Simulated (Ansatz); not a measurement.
# C2H3ClSi (SMILES ClC1=C[SiH2]1) at B3LYP/6-31G(d) (spherical functions)

What is the energy change on altering one bond length of C2H3ClSi at B3LYP/6-31G* (spherical functions)? 

The results are computed with Ansatz 0.2.0.

57 further runs of the same task are left out: 57 set aside as unsound or not needed.

## (1) The system as given

C2H3ClSi has 7 atoms, charge 0, and is taken as a singlet. As SMILES, `ClC1=C[SiH2]1`. Geometry: relaxed at PBE0-D4/def2-TZVP.

Bond lengths: Cl1–C2 1.700 Å, C2–C3 1.327 Å, C2–Si4 1.804 Å, C3–Si4 1.819 Å, C3–H5 1.082 Å, Si4–H6 1.482 Å, Si4–H7 1.482 Å. Some angles: Cl1–C2–C3 135.8°, Cl1–C2–Si4 155.1°, C3–C2–Si4 69.2°, C2–C3–Si4 67.9°, C2–Si4–C3 43.0°, C2–C3–H5 137.0°, Si4–C3–H5 155.1°, C2–Si4–H6 121.6°, C2–Si4–H7 121.6°, C3–Si4–H6 121.6°.

## (2) The energy at B3LYP/6-31G(d) (spherical functions)

Contents of run.yaml:

```yaml
crystal:
  periodic: [false, false, false]
  atoms:
    - {symbol: Cl, position_ang: [-1.169200, -2.293300, 0.411500]}
    - {symbol: C, position_ang: [-0.358000, -0.819900, 0.163200]}
    - {symbol: C, position_ang: [0.836800, -0.330000, 0.466700]}
    - {symbol: Si, position_ang: [-0.185900, 0.871600, -0.438900]}
    - {symbol: H, position_ang: [1.727500, -0.673800, 0.975600]}
    - {symbol: H, position_ang: [-0.837800, 2.011300, 0.248800]}
    - {symbol: H, position_ang: [0.047800, 1.166200, -1.872600]}
basis:
  gaussian:
    orbitals: 6-31G_st_-spherical.json
total_charge: 0
hamiltonian:
  xc: {name: B3LYP}
accuracy: high
output: {orbitals: {seedname: orbitals}}
```

The basis set 6-31G* is read from a file made from the Basis Set Exchange's data (not shown).

On the command line:

```sh
ansatz run run.yaml --threads 1 --pin off --max-ram 3480MiB --events-out events.jsonl --progress --plain --runs-dir runs
```

Output:

```text
Warning: RAYON_NUM_THREADS=1 ignored (pool sized by the plan → 1); use --threads N
Functional definition: B3LYP
  name "B3LYP"
  parameter a0 = 0.2
  parameter ax = 0.72
  parameter ac = 0.81
  exchange = (1 - a0 - ax)*slater_x + ax*b88_x + a0*exact_x
  correlation = (1 - ac)*vwn_rpa_c + ac*lyp_c
1559 factors; integrals over basis functions are off by at most 3.6e-9 eV
mean field evaluation 1: about -22515.7568 eV, gradient 4.3e1 eV
mean field evaluation 2: about -22509.3976 eV, gradient 6.2e1 eV
mean field evaluation 4: about -22520.5222 eV, gradient 2.2e0 eV
mean field evaluation 8: about -22520.6975 eV, gradient 1.8e-1 eV
mean field evaluation 16: about -22520.6976 eV, gradient 1.8e-5 eV
mean field -22520.69756970 eV, -827.6203706095 hartree, gradient 1.9e-8 eV, S^2 0.000000; 0 other end points of the search recorded, 0 dependent functions left out
reference -22520.69760865 eV, -827.6203720408 hartree; 23, 23 occupied and 47, 47 virtual orbitals, 1559 factors
Total energy: -22520.69760865 eV, -827.6203720408 hartree
```

Wall time 5.4 s (1 thread of Arm Neoverse V2, shared host); peak memory 0.21 GiB.

## (3) The distorted shape, same level

Contents of molecule.yaml:

```yaml
crystal:
  periodic: [false, false, false]
  atoms:
    - {symbol: Cl, position_ang: [-1.881732, -2.018271, 0.004396]}
    - {symbol: C, position_ang: [-1.070532, -0.544871, -0.243904]}
    - {symbol: C, position_ang: [0.124268, -0.054971, 0.059596]}
    - {symbol: Si, position_ang: [-0.898432, 1.146629, -0.846004]}
    - {symbol: H, position_ang: [1.727500, -0.673800, 0.975600]}
    - {symbol: H, position_ang: [-1.550332, 2.286329, -0.158304]}
    - {symbol: H, position_ang: [-0.664732, 1.441229, -2.279704]}
basis:
  gaussian:
    orbitals: 6-31G_st_-spherical.json
total_charge: 0
output: {orbitals: {seedname: orbitals}}
hamiltonian:
  xc: {name: B3LYP}
accuracy: high
```

The basis set 6-31G* is read from a file made from the Basis Set Exchange's data (not shown).

On the command line:

```sh
ansatz run molecule.yaml --threads 1 --pin off --max-ram 3480MiB --events-out events.jsonl --progress --plain --runs-dir runs
```

Output:

```text
Warning: RAYON_NUM_THREADS=1 ignored (pool sized by the plan → 1); use --threads N
Functional definition: B3LYP
  name "B3LYP"
  parameter a0 = 0.2
  parameter ax = 0.72
  parameter ac = 0.81
  exchange = (1 - a0 - ax)*slater_x + ax*b88_x + a0*exact_x
  correlation = (1 - ac)*vwn_rpa_c + ac*lyp_c
1565 factors; integrals over basis functions are off by at most 3.6e-9 eV
mean field evaluation 1: about -22511.2301 eV, gradient 4.5e1 eV
mean field evaluation 2: about -22497.5901 eV, gradient 7.5e1 eV
mean field evaluation 4: about -22517.0321 eV, gradient 6.3e0 eV
mean field evaluation 8: about -22517.2864 eV, gradient 6.3e-1 eV
mean field evaluation 16: about -22517.2878 eV, gradient 2.6e-5 eV
mean field -22517.28775094 eV, -827.4950620814 hartree, gradient 7.7e-9 eV, S^2 0.000000; 0 other end points of the search recorded, 0 dependent functions left out
reference -22517.28779281 eV, -827.4950636199 hartree; 23, 23 occupied and 47, 47 virtual orbitals, 1565 factors
Total energy: -22517.28779281 eV, -827.4950636199 hartree
```

Run time: 5.7 s. Hardware: 1 thread of Arm Neoverse V2, shared host; peak memory 0.21 GiB.

## (4) What came out

At B3LYP/6-31G* (spherical functions):

| quantity | value |
| --- | --- |
| first shape: total energy | -827.62037 Eh |
| first shape: HOMO energy | -7.46 eV |
| first shape: LUMO energy | -0.39 eV |
| first shape: HOMO–LUMO gap | 7.07 eV |
| distorted shape: total energy | -827.49506 Eh |
| distorted shape: HOMO energy | -7.27 eV |
| distorted shape: LUMO energy | -2.60 eV |
| distorted shape: HOMO–LUMO gap | 4.67 eV |
| energy change with the C3–H5 bond stretched from 1.082 to 1.947 Å | 3.410 eV |

With the C3–H5 bond stretched from 1.082 to 1.947 Å the energy rises by 3.41 eV (329 kJ/mol). The first shape isn't relaxed at this level, so the change isn't measured from a minimum. A restricted reference can't describe the breaking bond well at this length.
